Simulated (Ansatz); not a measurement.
# Cl₃H₃O₄SiTi: a ladder of functionals and wavefunction methods

An exercise on one series of results from a longer session: the logs are not shown, and one member is left open.

Program: Ansatz 0.2.0, Gaussian basis. Level of theory: functionals in def2-TZVPP, the program's frozen cores in correlated methods. These are calculated values, not measurements.

The runs, in order: LDA (SPW92), PBE-D4, revPBE-D4, BLYP-D4, r2SCAN-D4, B97M-V, PBE0-D4, B3LYP-D4, r2SCANh-D4, r2SCAN0-D4, HSE06-D4, BHLYP-D4, CAM-B3LYP-D4, LC-ωPBE, ωB97X-V, ωB97M-V, B2PLYP, PBE-QIDH; CCSD(T)/def2-SVP; CCSD(T)/def2-TZVPP; MP2/def2-QZVPP; extrapolation to the limit; RPA on PBE.

### The relaxed structure

The geometry comes from an earlier relaxation with PBE0-D4 in a triple-zeta def2 set; it is a stationary point, not always the lowest conformer.

SMILES `O[Si](O)(O)[O][Ti]([Cl])([Cl])[Cl]`, 12 atoms, charge 0, spin multiplicity 1.

Atoms are counted from 1 here; the program's logs count them from 0.

Bond lengths: O1–Si2 1.619 Å, O1–H10 0.958 Å, Si2–O3 1.619 Å, Si2–O4 1.626 Å, Si2–O5 1.652 Å, O3–H11 0.958 Å, O4–H12 0.959 Å, O5–Ti6 1.741 Å, Ti6–Cl7 2.176 Å, Ti6–Cl8 2.190 Å, Ti6–Cl9 2.179 Å. Angles: Si2–O1–H10 118.0°, O1–Si2–O3 109.5°, O1–Si2–O4 115.7°, O1–Si2–O5 103.8°, O3–Si2–O4 107.5°, O3–Si2–O5 112.1°, O4–Si2–O5 108.2°, Si2–O3–H11 117.7°, Si2–O4–H12 118.5°, Si2–O5–Ti6 155.6°, O5–Ti6–Cl7 110.2°, O5–Ti6–Cl8 105.7°, O5–Ti6–Cl9 109.5°, Cl7–Ti6–Cl8 110.2°, Cl7–Ti6–Cl9 110.9°, Cl8–Ti6–Cl9 110.1°.

The first run:

File in.yaml:

```yaml
crystal:
  periodic: [false, false, false]
  atoms:
    - {symbol: O, position_ang: [1.013312, 0.567316, -1.888271]}
    - {symbol: Si, position_ang: [0.741556, -0.501882, -0.703442]}
    - {symbol: O, position_ang: [2.131084, -1.229438, -0.301093]}
    - {symbol: O, position_ang: [-0.342523, -1.666713, -1.038527]}
    - {symbol: O, position_ang: [0.143253, 0.419795, 0.529513]}
    - {symbol: Ti, position_ang: [-1.099759, 1.182498, 1.479899]}
    - {symbol: Cl, position_ang: [-0.976833, 3.346121, 1.283244]}
    - {symbol: Cl, position_ang: [-2.999344, 0.454363, 0.667923]}
    - {symbol: Cl, position_ang: [-0.897026, 0.579605, 3.564475]}
    - {symbol: H, position_ang: [1.556285, 0.291549, -2.627845]}
    - {symbol: H, position_ang: [2.077573, -2.070283, 0.155737]}
    - {symbol: H, position_ang: [-1.270577, -1.428333, -1.087612]}
basis:
  gaussian: {orbitals: def2-TZVPP}
hamiltonian: {xc: lda}
output: {orbitals: {seedname: orbitals}}
```

Run with:

```
$ ansatz run in.yaml --threads 4 --pin off --events-out ev --progress --plain --max-ram 66560MiB --backend cuda --devices 0, --max-vram 37GiB
```

Steps of the session up to this table: LDA; PBE-D4 (GGA); revPBE-D4 (GGA); BLYP-D4 (GGA); r2SCAN-D4 (meta-GGA); B97M-V (meta-GGA); PBE0-D4 (hybrid); B3LYP-D4 (hybrid); r2SCANh-D4 (hybrid); r2SCAN0-D4 (hybrid); HSE06-D4 (hybrid); BHLYP-D4 (hybrid); CAM-B3LYP-D4 (range-separated); LC-ωPBE (range-separated); ωB97X-V (range-separated); ωB97M-V (range-separated); B2PLYP (double hybrid); PBE-QIDH (double hybrid).

One table of the session follows, with a row left open; its other results are not shown here.

It belongs to the step «Orbital energies across the functionals». 

| functional | HOMO (eV) | LUMO (eV) | gap (eV) |
| --- | --- | --- | --- |
| LDA (SPW92) | -8.02 | -4.26 | 3.76 |
| PBE-D4 | -7.81 | -4.03 | 3.79 |
| revPBE-D4 | -7.74 | -3.95 | 3.80 |
| BLYP-D4 | -7.69 | -3.90 | 3.79 |
| r2SCAN-D4 | -8.22 | -4.05 | 4.18 |
| B97M-V | -8.30 | -4.05 | 4.26 |
| PBE0-D4 | -9.30 | -3.22 | 6.08 |
| B3LYP-D4 | ? | ? | ? |
| r2SCANh-D4 | -8.80 | -3.72 | 5.08 |
| r2SCAN0-D4 | -9.56 | -3.21 | 6.35 |
| HSE06-D4 | -8.90 | -3.60 | 5.30 |
| BHLYP-D4 | -10.53 | -2.20 | 8.34 |
| CAM-B3LYP-D4 | -10.62 | -2.18 | 8.44 |
| LC-ωPBE | -12.02 | -1.16 | 10.87 |
| ωB97X-V | -11.65 | -1.13 | 10.52 |
| ωB97M-V | -11.48 | -1.09 | 10.39 |

Q: Estimate the row for B3LYP-D4 from the others.

Worked estimate for «HOMO (eV)». Against the share of exact exchange, BLYP-D4 (0, -7.69), BHLYP-D4 (0.5, -10.53) give a slope of -5.68 per unit share; at 0.2 the line stands at -8.83.

The run gave: HOMO (eV): -9.01; LUMO (eV): -3.45; gap (eV): 5.57. In «HOMO (eV)» the line misses by +0.18.
